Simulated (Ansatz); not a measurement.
# KCd2Pb2: one run, from forces to fields

The system is KCd2Pb2, a known structure type filled with other elements, at an estimated volume. Wanted, at the geometry given: its forces and stress, its levels, and how its atoms share the electrons.

Program: Ansatz 0.2.0. Level of theory: DFT, PBE, no spin polarisation, plane waves, PAW. These are calculated values, not measurements.

### Step 1. The system as given

Symmetry: P-3m1, No. 164, trigonal system. Conventional cell: a = 4.851 Å, b = 4.851 Å, c = 8.058 Å, α = 90.00°, β = 90.00°, γ = 120.00°. K (site symmetry -3m) has 6 Pb at 3.45 Å as nearest neighbours. Cd (site symmetry 3m) has 4 Pb at 2.96 to 3.06 Å as nearest neighbours. Pb (site symmetry 3m) is surrounded by 4 Cd at 2.96 to 3.06 Å.

Its coordinates follow in the input file.

It is a restart: the density comes from an earlier run on this cell.

### Step 2. Self-consistent run

File input.yaml:

```yaml
crystal:
  lattice:
    - [2.42561, 4.201275, 0.0]
    - [-2.42561, 4.201275, 0.0]
    - [0.0, 0.0, 8.058237]
  atoms:
    - { symbol: K, position: [0.0, 0.0, 0.0] }
    - { symbol: Cd, position: [0.3333, 0.3334, 0.6308] }
    - { symbol: Cd, position: [0.6667, 0.6666, 0.3692] }
    - { symbol: Pb, position: [0.3333, 0.3334, 0.2508] }
    - { symbol: Pb, position: [0.6667, 0.6666, 0.7492] }
  symmetry: { tolerance: 0.0003 }
kpoints:
  mp_grid: { grid: [8, 8, 4], shift: [0, 0, 0] }
  band_path:
    path:
      - [0.0, 0.0, 0.0]
      - [0.49999989, 0.50000004, 0.0]
      - [0.33333326, 0.66666681, 0.0]
      - [0.0, 0.0, 0.0]
      - [0.0, 0.0, 0.5]
      - [0.49999989, 0.50000004, 0.5]
      - [0.33333326, 0.66666681, 0.5]
      - [0.0, 0.0, 0.5]
      - [0.49999989, 0.50000004, 0.5]
      - [0.49999989, 0.50000004, 0.0]
      - [0.33333326, 0.66666681, 0.5]
    npoints: 6
magnetization:
  spin_polarized: false
scf:
  occupations: { method: fermi_dirac, width: 0.0113 }
  lower_state_search: "off"
  max_iter: 200
hamiltonian:
  pseudopotentials: { kind: paw }
  xc: pbe
basis:
  ecutwfc: 420
  fft_grid_basis: typed
output:
  forces: true
  stress: true
  eigenvalues: true
  bader: true
  populations: true
  elf: true
  write_potential: true
  volumetric_format: npy
  dos:
    e_range: [-12, 8]
    de: 0.05
    projected: { site_lists: { Cd: [Cd], K: [K], Pb: [Pb] } }
checkpoint:
  read: saved_state
```

Q: Predict the outcome of this session. Wanted: largest force; pressure; character; Bader charges.

The runs gave:

```
                                                 quantity                          value
                                            largest force               0.276 eV/Å on Pb
                                                 pressure                        1.8 GPa
           formation energy (elements from separate runs)                   0.10 eV/atom
                                                character                          metal
density of states, mean within 0.25 eV of the Fermi level            3.9 per eV per cell
                                            Bader charges  K +0.69, Cd -0.06, Pb -0.28 e
```

The cell is metallic; within 0.25 eV of the Fermi level the density of states averages 3.9 per eV per cell, mostly Pb p (87 %). Against the elements' reference phases (K bcc, Cd hcp, Pb fcc; separate runs with the same functional) the formation energy is 0.10 eV per atom, so at this geometry it is not bound against them. K loses most charge (+0.69 e on average) and Pb gains most (-0.28 e). At 1.8 GPa the cell is compressed and would expand.
